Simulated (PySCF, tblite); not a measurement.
# C₆H₁₀BClO: geometry, infrared bands and NMR shifts

Wanted: the infrared bands and NMR shifts of C₆H₁₀BClO (`C#CB(Cl)C(C)(C)OC`), by calculation.

The runs use tblite 0.8.0 and PySCF 2.14.0, with density-fitted response routines of our own; the level of theory stands in each step. All values are computed, except where a source is named. Atoms count from 0, in the outputs and in this text.

### Step 1. The starting structure

19 atoms, charge 0, multiplicity 1; geometry from: force field or distance geometry start.

Bonds of the start (Å): C0–C1 1.23, C1–B2 1.52, B2–Cl3 1.85, B2–C4 1.59, C4–C5 1.51, C4–C6 1.52, C4–O7 1.38, O7–C8 1.37, C0–H9 1.04, C5–H10 1.10, C5–H11 1.11, C5–H12 1.12, C6–H13 1.11, C6–H14 1.12, C6–H15 1.09, C8–H16 1.10, C8–H17 1.13, C8–H18 1.12.

### Step 2. Relaxing the molecule with GFN2-xTB

The job: settings as JSON, then the geometry in Å.

```
{"job": {"kind": "relax", "xc": "GFN2-xTB", "basis": "xTB"}, "charge": 0, "multiplicity": 1}
C      3.294300     1.069200     0.249000
C      2.109400     0.985500    -0.055200
B      0.641300     0.885000    -0.427100
Cl     0.058900     1.910700    -1.848300
C     -0.198900    -0.309100     0.205900
C      0.819900    -1.352700     0.601600
C     -1.103700    -0.976400    -0.809800
O     -0.931500     0.057000     1.313600
C     -1.873200     1.027700     1.108300
H      4.301000     1.154800     0.496000
H      0.511500    -2.348900     0.244000
H      1.040200    -1.335200     1.686800
H      1.801700    -1.147200     0.099200
H     -0.551600    -1.451300    -1.648300
H     -1.590500    -1.820800    -0.262100
H     -1.916500    -0.348100    -1.176400
H     -2.660500     0.818500     0.374700
H     -2.428200     1.230000     2.070600
H     -1.333500     1.960600     0.800200
```

Command:

```console
$ OMP_NUM_THREADS=1 python probes_run.py task.json out
```

The driver reads the jobs from task.json and runs them one after another.

**Question.** This job is followed by: GFN2-xTB harmonic vibrations, gas phase; GIAO PBE0/pcSseg-1 NMR shielding, non-relativistic, gas phase. Predict these results of the whole session: strongest single infrared mode (GFN2-xTB); zero-point energy (GFN2-xTB); 13C shifts against TMS (PBE0/pcSseg-1, means over atoms taken as alike); 1H shifts against TMS (PBE0/pcSseg-1, means over atoms taken as alike); 11B shifts against BF3·OEt2 (PBE0/pcSseg-1); 35Cl shifts against HCl (PBE0/pcSseg-1); 17O shifts against H2O (PBE0/pcSseg-1); surface potential, 1st and 99th percentile.

The runs gave:

| quantity | value |
| --- | --- |
| strongest single infrared mode (GFN2-xTB) | 1074 cm⁻¹, 105 km/mol |
| zero-point energy (GFN2-xTB) | 92.0 kcal/mol |
| 13C shifts against TMS (PBE0/pcSseg-1, means over atoms taken as alike) | 122.8, 94.1, 83.9, 57.9, 26.2 ppm |
| 1H shifts against TMS (PBE0/pcSseg-1, means over atoms taken as alike) | 3.91, 3.65, 1.27 ppm |
| 11B shifts against BF3·OEt2 (PBE0/pcSseg-1) | 62.9 ppm |
| 35Cl shifts against HCl (PBE0/pcSseg-1) | 296 ppm |
| 17O shifts against H2O (PBE0/pcSseg-1) | 54.9 ppm |
| surface potential, 1st and 99th percentile | -1.51 V and 1.66 V |

In words: The optimisation took 189 steps and gained 0.822 eV; among the close pairs (by a distance rule), B2–Cl3 changed most, from 1.847 to 1.709 Å. All 51 modes are real, so the xTB geometry is a minimum. The strongest single mode, at 1074 cm⁻¹, moves mainly B2. GFN2-xTB is a fitted tight-binding method: band positions and strengths are rough. Its intensities can rank the bands wrongly. At PBE0/pcSseg-1: The largest span, 701 ppm, is at Cl3, where the paramagnetic term is -495 ppm. By nearest atom (PBE0/pcSseg-1), the HOMO sits on O7 54 %; C4 8 % and the LUMO on B2 42 %; C0 21 %.
